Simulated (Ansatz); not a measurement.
**BH5O2SSi: one species, many methods**

How much do the methods differ for BH5O2SSi? The plan is to run it at one geometry with functionals of several rungs and with coupled cluster. The yardstick is the atomisation energy at the CCSD(T) limit.

The runs use Ansatz 0.2.0, Gaussian basis; functionals in def2-TZVPP, the program's frozen cores in correlated methods.

Levels to be run: LDA (SPW92), PBE-D4, revPBE-D4, BLYP-D4, r2SCAN-D4, B97M-V, PBE0-D4, B3LYP-D4, r2SCANh-D4, r2SCAN0-D4, HSE06-D4, BHLYP-D4, CAM-B3LYP-D4, LC-ωPBE, ωB97X-V, ωB97M-V, B2PLYP, PBE-QIDH; CCSD(T)/def2-SVP; CCSD(T)/def2-TZVPP; MP2/def2-QZVPP; extrapolation to the limit; RPA on PBE.

### Step 1. The geometry

An earlier PBE0-D4 in a triple-zeta def2 set relaxation fixed the geometry.

10 atoms, charge 0, spin multiplicity 1.

Atoms are counted from 1 here; the program's logs count them from 0.

Bond lengths: O1–B2 1.358 Å, O1–H6 0.959 Å, B2–S3 1.836 Å, B2–O4 1.352 Å, S3–H7 1.342 Å, O4–Si5 1.638 Å, Si5–H8 1.482 Å, Si5–H9 1.482 Å, Si5–H10 1.489 Å. Angles: B2–O1–H6 114.5°, O1–B2–S3 118.9°, O1–B2–O4 117.2°, S3–B2–O4 123.9°, B2–S3–H7 96.9°, B2–O4–Si5 142.6°, O4–Si5–H8 108.6°, O4–Si5–H9 108.6°, O4–Si5–H10 110.7°, H8–Si5–H9 110.3°, H8–Si5–H10 109.3°, H9–Si5–H10 109.3°.

### Step 2. LDA

This LDA is Slater exchange with PW92 correlation.

Input file in.yaml:

```yaml
crystal:
  periodic: [false, false, false]
  atoms:
    - {symbol: O, position_ang: [-1.475763, 0.045995, -1.952745]}
    - {symbol: B, position_ang: [-0.421918, -0.027041, -1.098998]}
    - {symbol: S, position_ang: [1.262488, -0.277380, -1.786274]}
    - {symbol: O, position_ang: [-0.687680, 0.092338, 0.221341]}
    - {symbol: Si, position_ang: [0.025453, 0.105824, 1.695984]}
    - {symbol: H, position_ang: [-1.244416, -0.042903, -2.879013]}
    - {symbol: H, position_ang: [1.915935, -0.279588, -0.614478]}
    - {symbol: H, position_ang: [-0.252445, 1.408835, 2.344020]}
    - {symbol: H, position_ang: [-0.536781, -1.001525, 2.503847]}
    - {symbol: H, position_ang: [1.498226, -0.075857, 1.569316]}
basis:
  gaussian: {orbitals: def2-TZVPP}
hamiltonian: {xc: lda}
output: {orbitals: {seedname: orbitals}}
```

Command:

```bash
$ ansatz run in.yaml --threads 4 --pin off --events-out ev --progress --plain --max-ram 10444MiB
```

After this run come: PBE-D4 (GGA); revPBE-D4 (GGA); BLYP-D4 (GGA); r2SCAN-D4 (meta-GGA); B97M-V (meta-GGA); PBE0-D4 (hybrid); B3LYP-D4 (hybrid); r2SCANh-D4 (hybrid); r2SCAN0-D4 (hybrid); HSE06-D4 (hybrid); BHLYP-D4 (hybrid); CAM-B3LYP-D4 (range-separated); LC-ωPBE (range-separated); ωB97X-V (range-separated); ωB97M-V (range-separated); B2PLYP (double hybrid); PBE-QIDH (double hybrid); CCSD(T) in def2-SVP; CCSD(T) in def2-TZVPP; MP2 in def2-QZVPP; RPA on PBE orbitals.

Q: Predict the results of all the runs planned. Wanted: atomisation energy, CCSD(T)/CBS; farthest beyond LDA; mean size of error, GGA; mean size of error, meta-GGA; mean size of error, hybrid; mean size of error, range-separated; mean size of error, double hybrid; gap, smallest and largest; T1 diagnostic.

**Answer**, as computed:

| quantity | value |
| --- | --- |
| atomisation energy, CCSD(T)/CBS | 3765.4 kJ/mol |
| functionals within 18.8 kJ/mol (0.5 %) | r2SCAN-D4, B3LYP-D4, r2SCANh-D4, CAM-B3LYP-D4, ωB97X-V, ωB97M-V |
| farthest beyond LDA | BHLYP-D4 (-116.1 kJ/mol) |
| mean size of error, GGA | 38.3 kJ/mol |
| mean size of error, meta-GGA | 17.5 kJ/mol |
| mean size of error, hybrid | 42.8 kJ/mol |
| mean size of error, range-separated | 19.2 kJ/mol |
| mean size of error, double hybrid | 45.1 kJ/mol |
| gap, smallest and largest | 5.32 eV (LDA (SPW92)), 12.53 eV (LC-ωPBE) |
| T1 diagnostic | 0.0125 |
| triples share of the correlation energy | 3.7 % |

In words: The LDA atomisation energy is off by 528.0 kJ/mol (14 %): it overbinds. PBE-D4 is off by +34.1 kJ/mol. Double hybrids carry the basis error of their MP2 part in triple zeta, and no dispersion term here, so their miss is partly the set-up's. Taken by rung, meta-GGA functionals do best (17.5 kJ/mol on average) and double hybrid ones worst beyond LDA (45.1 kJ/mol). hybrid functionals lie within the reference's doubt of that worst mean (42.8 kJ/mol), so those two tie. The gap between the best rungs is small, so their order is not settled. The reference freezes the cores and leaves out relativity and excitations past (T), so misses under about 18.8 kJ/mol can't be ranked. Hartree-Fock recovers 74 % of the binding; the rest is correlation. CCSD(T) in def2-SVP is off by -244.7 kJ/mol, so the small basis spoils what the method gains. The gap grows from 5.3 to 12.5 eV across the functionals, mostly with the share of exact exchange.
